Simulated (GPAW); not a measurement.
# CsLiCr2Te2S3 (R32) in GPAW: a series of runs

One crystal, CsLiCr2Te2S3, is run at these levels: LDA, PBE, PBEsol; tasks: band structure.

Everything below comes from runs of GPAW 26.7.0. Logs are shortened: lines on timing, memory, paths and dates and some standing lists are left out, and cuts for length are marked. The log counts tension as positive stress, the text compression.

## (1) The crystal as given

The structure is trigonal, space group R32 (No. 155). The conventional cell has a = 6.639 Å, b = 6.639 Å, c = 20.639 Å, α = 90.00°, β = 90.00°, γ = 120.00°. Cs (site symmetry 32) has 6 Te at 3.84 Å and 6 S at 4.04 Å and 2 Cr at 4.16 Å as nearest neighbours. Li (site symmetry 32) is surrounded by 3 S at 2.41 Å. Cr (site symmetry 3) has 3 S at 2.24 Å and 1 Te at 2.45 Å as nearest neighbours. Te (site symmetry 3) is surrounded by 1 Cr at 2.45 Å. S (site symmetry 2) has 2 Cr at 2.24 Å and 1 Li at 2.41 Å as nearest neighbours.

The cell was built by a generator and needn't be a form met in nature.

## (2) Band structure, LDA, collinear spin, ferromagnetic start

Input file run.py:

```python
from ase import Atoms
from ase.dft.bandgap import bandgap
from ase.io import write
from ase.units import GPa
from ase.parallel import parprint
from gpaw import GPAW, PW

atoms = Atoms(['Cs', 'Li', 'Cr', 'Cr', 'Te', 'Te', 'S', 'S', 'S'],
              cell=[[3.3192902327, 1.9163931094, 6.87982],
                    [-3.3192902327, 1.9163931094, 6.87982],
                    [0.0, -3.8327862188, 6.87982]],
              scaled_positions=[[0.0, 0.0, 0.0],
                                [0.5, 0.5, 0.5],
                                [0.79848, 0.79848, 0.79848],
                                [0.20152, 0.20152, 0.20152],
                                [0.6799, 0.6799, 0.6799],
                                [0.3201, 0.3201, 0.3201],
                                [0.13626, 0.86374, 0.5],
                                [0.5, 0.13626, 0.86374],
                                [0.86374, 0.5, 0.13626]],
              pbc=True)
atoms.set_initial_magnetic_moments([0.0, 0.0, 3.0, 3.0, 0.0, 0.0, 0.0, 0.0, 0.0])

calc = GPAW(mode=PW(800),
            xc='LDA',
            kpts={'size': (4, 4, 4), 'gamma': True},
            occupations={'name': 'fermi-dirac', 'width': 0.05},
            nbands=49,
            convergence={'density': 1e-05, 'energy': 1e-05},
            maxiter=150,
            txt='gpaw.txt')
atoms.calc = calc
energy = atoms.get_potential_energy()
forces = atoms.get_forces()
stress = atoms.get_stress()
calc.write('gs.gpw')
write('result.traj', atoms)
parprint(f'Energy: {energy:.6f} eV')
parprint('Forces (eV/A):')
parprint(forces.round(4))
parprint('Stress (GPa):', (stress / GPa).round(3))
parprint('Moments:', calc.get_magnetic_moments().round(3))
parprint('Fermi level:', round(calc.get_fermi_level(), 4), 'eV')
parprint(f'Gap: {bandgap(calc)[0]:.4f} eV, direct: {bandgap(calc, direct=True)[0]:.4f} eV')

path = atoms.cell.bandpath('GLB1,BZGX,QFP1Z,LP', npoints=80, eps=1e-4)
bs_calc = calc.fixed_density(kpts=path, symmetry='off', nbands=88,
                             convergence={'bands': 'CBM+6.0', 'eigenstates': 1e-6}, txt='bands.txt')
bs = bs_calc.band_structure()
bs.write('bs.json')
parprint(f'Gap on the path: {bandgap(bs_calc)[0]:.4f} eV')
```

Potentials or basis: the program's PAW data sets (release 1.2.1) made for this functional, pw.

Run with:

```bash
$ OMP_NUM_THREADS=1 mpirun -n 8 gpaw python run.py
```

gpaw.txt:

```text
__  _  _
 | _ |_)|_||  |
 |__||  | ||/\| - 26.7.0

Input parameters:
  mode=PW(ecut=800.0),
  convergence={'density': 1e-05, 'energy': 1e-05},
  kpts=MonkhorstPack(size=(4, 4, 4), gamma=True),
  maxiter=150,
  nbands=49,
  occupations=Occupations(name='fermi-dirac', width=0.05),
  xc=XC(name='LDA')

Diagonalizing LCAO Hamiltonian
Converting LCAO to pw mode

               Cr

               Te

                   S
        S      Li

                S

               Te

               Cr

               Cs

Atoms  # Å, Bohr magnetons
|   | symbol |         x |         y |         z |    initial magnetic moments |
|---|--------|-----------|-----------|-----------|-----------------------------|
| 0 |     Cs |  0.000000 |  0.000000 |  0.000000 | ( 0.0000,  0.0000,  0.0000) |
| 1 |     Li |  0.000000 |  0.000000 | 10.319730 | ( 0.0000,  0.0000,  0.0000) |
| 2 |     Cr | -0.000000 |  0.000000 | 16.480196 | ( 0.0000,  0.0000,  3.0000) |
| 3 |     Cr | -0.000000 | -0.000000 |  4.159264 | ( 0.0000,  0.0000,  3.0000) |
| 4 |     Te | -0.000000 | -0.000000 | 14.032769 | ( 0.0000,  0.0000,  0.0000) |
| 5 |     Te |  0.000000 | -0.000000 |  6.606691 | ( 0.0000,  0.0000,  0.0000) |
| 6 |      S | -2.414717 | -0.000000 | 10.319730 | ( 0.0000,  0.0000,  0.0000) |
| 7 |      S |  1.207359 | -2.091206 | 10.319730 | ( 0.0000,  0.0000,  0.0000) |
| 8 |      S |  1.207359 |  2.091206 | 10.319730 | ( 0.0000,  0.0000,  0.0000) |

Unit cell  # Å
| periodic |         x |         y |        z |  lengths |    angles |
|----------|-----------|-----------|----------|----------|-----------|
|      yes |  3.319290 |  1.916393 | 6.879820 | 7.875416 | 49.855481 |
|      yes | -3.319290 |  1.916393 | 6.879820 | 7.875416 | 49.855481 |
|      yes |  0.000000 | -3.832786 | 6.879820 | 7.875416 | 49.855481 |

Number of symmetries: 6
Symmetry operations  # r_c * U_cc + t_c -> r_c
|   | kind |            matrix            |
|---|------|------------------------------|
| 0 |  E   |  1, 0, 0,  0, 1, 0,  0, 0, 1 |
| 1 |  C3  |  0, 1, 0,  0, 0, 1,  1, 0, 0 |
| 2 |  C3  |  0, 0, 1,  1, 0, 0,  0, 1, 0 |
| 3 |  C2  |  0, 0,-1,  0,-1, 0, -1, 0, 0 |
| 4 |  C2  |  0,-1, 0, -1, 0, 0,  0, 0,-1 |
| 5 |  C2  | -1, 0, 0,  0, 0,-1,  0,-1, 0 |

BZ-sampling:
  Number of BZ points: 64
  Number of IBZ points: 13

  Monkhorst-Pack size: [4, 4, 4]
  Monkhorst-Pack shift: [0.125, 0.125, 0.125]

K-points  # in reciprocal-cell coordinates
|     |                                coordinates |     weight |
|-----|--------------------------------------------|------------|
|   0 | (  0.00000000,   0.00000000,   0.00000000) | 0.01562500 |
|   1 | (  0.25000000,   0.00000000,  -0.25000000) | 0.09375000 |
|   2 | (  0.25000000,   0.00000000,   0.00000000) | 0.09375000 |
|   3 | (  0.25000000,   0.25000000,  -0.25000000) | 0.09375000 |
|   4 | (  0.25000000,   0.25000000,   0.00000000) | 0.09375000 |
|   5 | (  0.25000000,   0.25000000,   0.25000000) | 0.03125000 |
|   6 | (  0.50000000,   0.00000000,   0.00000000) | 0.04687500 |
|   7 | (  0.50000000,   0.25000000,  -0.25000000) | 0.09375000 |
|   8 | (  0.50000000,   0.25000000,   0.00000000) | 0.18750000 |
|   9 | (  0.50000000,   0.25000000,   0.25000000) | 0.09375000 |
| ... |                                            |            |
|  12 | (  0.50000000,   0.50000000,   0.50000000) | 0.01562500 |

Plane wave coefficients: 13505
Cutoff: 800.0 eV

Spin-components: 2 (collinear spins)
Bands:           49
Projectors:      45
Spin-degeneracy: 1
Datatype:        complex128

Parallelization:
  kpt:    4
  domain: 2
  band:   1

Density:
  Valence electrons: 52.0
  Components: 2
  Grid points: [54 54 54]
  Charge: 0.0  # |e|

Potential:
  Grid points: [54 54 54]

species:
  Cs:
    name:    Caesium
    Z:       55.0
    valence: 9
    core:    46
    charge:  0.0  # [|e|]
    compensation charges:
      type: gauss
      rc: 0.33  # [Å]
      lmax: 2
    cutoffs:
      filter: 2.06  # [Å]
      core: 2.51  # [Å]
    projectors
    | kind |    occ | energy [eV] | rcut [Å] |
    |------|--------|-------------|----------|
    |   5s |  2.000 |     -26.872 |    1.164 |
    |   6s |  1.000 |      -2.224 |    1.164 |
    |   5p |  6.000 |     -13.611 |    1.058 |
    |    p |        |      13.601 |    1.058 |
    |    d |        |       0.000 |    1.058 |

    Using partial waves for Cs as LCAO basis

  Li:
    name:    Lithium
    Z:       3.0
    valence: 1
    core:    2
    charge:  0.0  # [|e|]
    compensation charges:
      type: gauss
      rc: 0.33  # [Å]
      lmax: 2
    cutoffs:
      filter: 1.91  # [Å]
      core: 2.55  # [Å]
    projectors
    | kind |    occ | energy [eV] | rcut [Å] |
    |------|--------|-------------|----------|
    |   2s |  1.000 |      -2.874 |    1.058 |
    |   2p |  0.000 |      -1.126 |    1.058 |
    |    s |        |      24.338 |    1.058 |

    Using partial waves for Li as LCAO basis

  Cr:
    name:    Chromium
    Z:       24.0
    valence: 6
    core:    18
    charge:  0.0  # [|e|]
    compensation charges:
      type: gauss
      rc: 0.35  # [Å]
      lmax: 2
    cutoffs:
      filter: 2.14  # [Å]
      core: 3.04  # [Å]
    projectors
    | kind |    occ | energy [eV] | rcut [Å] |
    |------|--------|-------------|----------|
    |   4s |  1.000 |      -4.191 |    1.164 |
    |   4p |  0.000 |      -1.079 |    1.217 |
    |   3d |  5.000 |      -3.128 |    1.111 |
    |    s |        |      23.021 |    1.164 |
    |    p |        |      26.132 |    1.217 |
    |    d |        |      24.083 |    1.111 |

    Using partial waves for Cr as LCAO basis

  Te:
    name:    Tellurium
    Z:       52.0
    valence: 6
    core:    46
    charge:  0.0  # [|e|]
    compensation charges:
      type: gauss
      rc: 0.36  # [Å]
      lmax: 2
    cutoffs:
      filter: 2.09  # [Å]
      core: 3.17  # [Å]
    projectors
    | kind |    occ | energy [eV] | rcut [Å] |
    |------|--------|-------------|----------|
    |   5s |  2.000 |     -15.337 |    1.180 |
    |   5p |  4.000 |      -6.113 |    1.196 |
    |    s |        |      11.875 |    1.180 |
    |    p |        |      21.098 |    1.196 |
    |    d |        |       0.000 |    1.238 |

    Using partial waves for Te as LCAO basis

  S:
    name:    Sulfur
    Z:       16.0
    valence: 6
    core:    10
    charge:  0.0  # [|e|]
    compensation charges:
      type: gauss
      rc: 0.24  # [Å]
      lmax: 2
    cutoffs:
      filter: 1.77  # [Å]
      core: 1.66  # [Å]
    projectors
    | kind |    occ | energy [eV] | rcut [Å] |
    |------|--------|-------------|----------|
    |   3s |  2.000 |     -17.278 |    0.974 |
    |   3p |  4.000 |      -7.106 |    0.979 |
    |    s |        |       9.933 |    0.974 |
    |    p |        |      20.105 |    0.979 |
    |    d |        |       0.000 |    0.900 |

    Using partial waves for S as LCAO basis

Reference energy: -670635.984901  # eV

eigensolver:
  PPCG
  Converge bands: occupied
  niter=2

density mixing:
  MSR1-Mixer
  Pratt-step length: 0.05
  Maximum mixing coefficient: 0.75
  Old densities: 10
  SVD Regularization: 0.005
  Good broyden scale: 1.0
  Trust region scale: 1.0
  Backstep threshold: 4.0
  History deletion threshold: 6.0
  Fourier metric: weight=20.0, sigma=0.015

occupation numbers:
  Fermi-Dirac:
    width: 0.0500  # eV

poisson solver:
  ecut: 6400.0  # eV

xc functional:
  name: None

convergence criteria:
- Maximum integral of absolute [dens]ity change: 1e-05 electrons / valence electron
- Maximum [total energy] change in last 3 cyles: 1e-05 eV / valence electron
- Maximum integral of absolute [eigenst]ate change: 4e-08 eV^2 / valence electron
maximum number of iterations: 150

SCF iterations
|iter     | |      energy | eigst |  dens |  magmom |
|---------|-|-------------|-------|-------|---------|
|iter:   1| |  -53.860798 | +0.55 |       |  +5.9913|
|iter:   2| |  -50.759597 | -0.70 | -0.68 |  +5.8999|
|iter:   3| |  -50.597838 | -1.89 | -0.96 |  +5.7862|
|iter:   4| |  -50.342349 | -1.94 | -1.01 |  +5.3557|
|iter:   5| |  -50.266183 | -1.99 | -1.13 |  +4.8041|
|iter:   6| |  -50.279680 | -2.31 | -1.37 |  +4.3446|
|iter:   7| |  -50.283125 | -2.90 | -1.67 |  +4.1758|
|iter:   8| |  -50.286572 | -3.29 | -1.94 |  +4.0170|
|iter:   9| |  -50.287112 | -3.95 | -2.48 |  +4.0050|
|iter:  10| |  -50.287336 | -4.28 | -2.86 |  +3.9982|
|iter:  11| |  -50.287425c| -4.69 | -3.35 |  +3.9999|
|iter:  12| |  -50.287463c| -5.00 | -3.59 |  +4.0019|
|iter:  13| |  -50.287480c| -5.39 | -4.03 |  +4.0026|
|iter:  14| |  -50.287488c| -5.80 | -4.27 |  +4.0025|
|iter:  15| |  -50.287489c| -6.19 | -4.44 |  +4.0027|
|iter:  16| |  -50.287494c| -6.40 | -4.27 |  +4.0026|
|iter:  17| |  -50.287494c| -6.92 | -4.63 |  +4.0025|
|iter:  18| |  -50.287495c| -7.34 | -5.04c|  +4.0025|
|iter:  19| |  -50.287495c| -7.69c| -5.29c|  +4.0025|

Converged in 19 steps
Energy contributions relative to reference atoms: (reference = -670635.984901)

Energy contributions:
  Kinetic:           6.687925
  Coulomb:         -20.788106
  Zero:              0.776841
  External:          0.000000
  Xc:              -36.952652
  Entropy:          -0.023008
  Spinorbit:         0.000000
  ----------------------------
  Free energy:     -50.298999
  Extrapolated:    -50.287495

dipole moment: (-0.000000, -0.000000, -116.224672)  # |e|*Ang

Total magnetic moment: (0.000000, 0.000000, 4.002520)

Local magnetic moments
|        x |        y |         z |
|----------|----------|-----------|
| 0.000000 | 0.000000 | -0.003605 |  # Cs   0
| 0.000000 | 0.000000 |  0.006485 |  # Li   1
| 0.000000 | 0.000000 |  2.080352 |  # Cr   2
| 0.000000 | 0.000000 |  2.080352 |  # Cr   3
| 0.000000 | 0.000000 | -0.142337 |  # Te   4
| 0.000000 | 0.000000 | -0.142337 |  # Te   5
| 0.000000 | 0.000000 | -0.047045 |  # S    6
| 0.000000 | 0.000000 | -0.047045 |  # S    7
| 0.000000 | 0.000000 | -0.047045 |  # S    8

Fermi level: 3.371
Eigenvalues  # (at kpt = [0.000, 0.000, 0.000])
| band index |      eig [eV] | occ [0-1] |      eig [eV] | occ [0-1] |
|------------|---------------|-----------|---------------|-----------|
|          0 |       -17.829 |     1.000 |       -17.834 |     1.000 |
|        ... |               |           |               |           |
|         18 |         0.799 |     1.000 |         1.303 |     1.000 |
|         19 |         0.977 |     1.000 |         1.303 |     1.000 |
|         20 |         0.977 |     1.000 |         1.339 |     1.000 |
|         21 |         1.145 |     1.000 |         1.644 |     1.000 |
|         22 |         1.967 |     1.000 |         3.158 |     0.986 |
|         23 |         1.968 |     1.000 |         3.158 |     0.986 |
[... 8 lines left out ...]
|         32 |         5.125 |     0.000 |         6.214 |     0.000 |
|         33 |         5.125 |     0.000 |         6.214 |     0.000 |
|        ... |               |           |               |           |
|         48 |        10.984 |     0.000 |        11.053 |     0.000 |

No gap
No difference between direct/indirect transitions

Forces  # eV/Ang
|        x |        y |        z |
|----------|----------|----------|
|  0.00000 |  0.00000 |  0.00000 |  # Cs   0
|  0.00000 |  0.00000 | -0.00000 |  # Li   1
|  0.00000 | -0.00000 | -0.11584 |  # Cr   2
|  0.00000 |  0.00000 |  0.11584 |  # Cr   3
|  0.00000 | -0.00000 |  0.57798 |  # Te   4
|  0.00000 |  0.00000 | -0.57798 |  # Te   5
| -0.40992 |  0.00000 | -0.00000 |  # S    6
|  0.20496 | -0.35501 |  0.00000 |  # S    7
|  0.20496 |  0.35501 |  0.00000 |  # S    8

Stress tensor  # eV/Ang^3
|         x |         y |        z |
|-----------|-----------|----------|
|  0.024316 | -0.000000 | 0.000000 |
| -0.000000 |  0.024316 | 0.000000 |
|  0.000000 |  0.000000 | 0.025325 |

# Writing to gs.gpw (mode='')
```

Wall time 7.7 min (8 MPI ranks of Intel Xeon 6975P-C (Granite Rapids), shared host); peak memory 1.1 GiB.

Results:

- Free energy: -50.2990 eV
- Pressure: -3.9 GPa
- Largest force: 0.578 eV/Å
- Band gap along the path: none (metal or under the smearing width)
- Net moment: 4.00 μB per cell
- Site moments: Cs -0.00; Li +0.01; Cr +2.08; Te -0.14; S -0.05 μB

Forces in eV/Å, atoms in the order of the input:
```
Cs   0.000  0.000  0.000
Li   0.000  0.000  0.000
Cr   0.000  0.000 -0.116
Cr   0.000  0.000  0.116
Te   0.000  0.000  0.578
Te   0.000  0.000 -0.578
S   -0.410  0.000  0.000
S    0.205 -0.355  0.000
S    0.205  0.355  0.000
```

Stress tensor (GPa, compression positive):
```
-3.90  0.00  0.00
 0.00 -3.90  0.00
 0.00  0.00 -4.06
```

Levels at the corners of the path, in eV from the Fermi level:
Spin up:
| point | band 24 | band 25 | band 26 | band 27 | band 28 | band 29 | band 30 | band 31 | band 32 | band 33 |
| --- | --- | --- | --- | --- | --- | --- | --- | --- | --- | --- |
| Γ | -1.40 | -0.49 | -0.49 | -0.13 | -0.13 | 0.04 | 0.32 | 0.32 | 1.69 | 1.75 |
| L | -1.30 | -1.03 | -0.50 | -0.18 | -0.17 | 0.37 | 0.73 | 0.74 | 0.80 | 1.05 |
| B1 | -0.92 | -0.74 | -0.67 | -0.39 | -0.21 | 0.29 | 0.33 | 0.83 | 0.93 | 1.17 |
| B | -0.92 | -0.74 | -0.67 | -0.39 | -0.21 | 0.29 | 0.33 | 0.83 | 0.93 | 1.17 |
| Z | -1.45 | -1.14 | -1.14 | -0.47 | -0.15 | -0.15 | 0.83 | 0.83 | 1.06 | 1.61 |
| Γ | -1.40 | -0.49 | -0.49 | -0.13 | -0.13 | 0.04 | 0.32 | 0.32 | 1.69 | 1.75 |
| X | -0.85 | -0.82 | -0.58 | -0.39 | -0.18 | 0.26 | 0.38 | 0.79 | 1.07 | 1.08 |
| Q | -0.85 | -0.82 | -0.58 | -0.39 | -0.18 | 0.26 | 0.38 | 0.79 | 1.07 | 1.08 |
| F | -0.89 | -0.77 | -0.70 | -0.29 | -0.04 | 0.08 | 0.39 | 0.39 | 0.86 | 1.14 |
| P1 | -1.02 | -0.85 | -0.66 | -0.27 | -0.24 | 0.25 | 0.38 | 0.59 | 0.88 | 1.08 |
| Z | -1.45 | -1.14 | -1.14 | -0.47 | -0.15 | -0.15 | 0.83 | 0.83 | 1.06 | 1.61 |
| L | -1.30 | -1.03 | -0.50 | -0.18 | -0.17 | 0.37 | 0.73 | 0.74 | 0.80 | 1.05 |
| P | -1.02 | -0.85 | -0.66 | -0.27 | -0.24 | 0.25 | 0.38 | 0.59 | 0.88 | 1.08 |
Spin down:
| point | band 20 | band 21 | band 22 | band 23 | band 24 | band 25 | band 26 | band 27 | band 28 | band 29 |
| --- | --- | --- | --- | --- | --- | --- | --- | --- | --- | --- |
| Γ | -2.07 | -2.03 | -1.73 | -0.21 | -0.21 | 0.54 | 0.54 | 0.84 | 0.84 | 0.95 |
| L | -2.00 | -1.66 | -1.46 | -0.91 | -0.79 | 0.56 | 0.88 | 1.02 | 1.36 | 1.51 |
| B1 | -2.12 | -1.85 | -1.40 | -0.78 | -0.35 | 0.66 | 0.76 | 0.96 | 1.11 | 1.48 |
| B | -2.12 | -1.85 | -1.40 | -0.78 | -0.35 | 0.66 | 0.76 | 0.96 | 1.11 | 1.48 |
| Z | -1.87 | -1.63 | -1.63 | -0.76 | -0.76 | 0.48 | 0.48 | 0.73 | 1.01 | 1.01 |
| Γ | -2.07 | -2.03 | -1.73 | -0.21 | -0.21 | 0.54 | 0.54 | 0.84 | 0.84 | 0.95 |
| X | -2.04 | -1.93 | -1.35 | -0.80 | -0.34 | 0.69 | 0.81 | 0.94 | 1.14 | 1.49 |
| Q | -2.04 | -1.93 | -1.35 | -0.80 | -0.34 | 0.69 | 0.81 | 0.94 | 1.14 | 1.49 |
| F | -2.15 | -1.91 | -1.59 | -0.67 | -0.29 | 0.62 | 0.68 | 0.79 | 1.31 | 1.34 |
| P1 | -2.03 | -1.81 | -1.64 | -0.68 | -0.50 | 0.63 | 0.67 | 0.87 | 1.20 | 1.32 |
| Z | -1.87 | -1.63 | -1.63 | -0.76 | -0.76 | 0.48 | 0.48 | 0.73 | 1.01 | 1.01 |
| L | -2.00 | -1.66 | -1.46 | -0.91 | -0.79 | 0.56 | 0.88 | 1.02 | 1.36 | 1.51 |
| P | -2.03 | -1.81 | -1.64 | -0.68 | -0.50 | 0.63 | 0.67 | 0.87 | 1.20 | 1.32 |

Caveat: spin-orbit coupling is left out, which moves the levels of the heavy elements; only a ferromagnetic start was run, and an antiferromagnetic order may lie lower in energy.

(Part 1 of 2 ends here.)
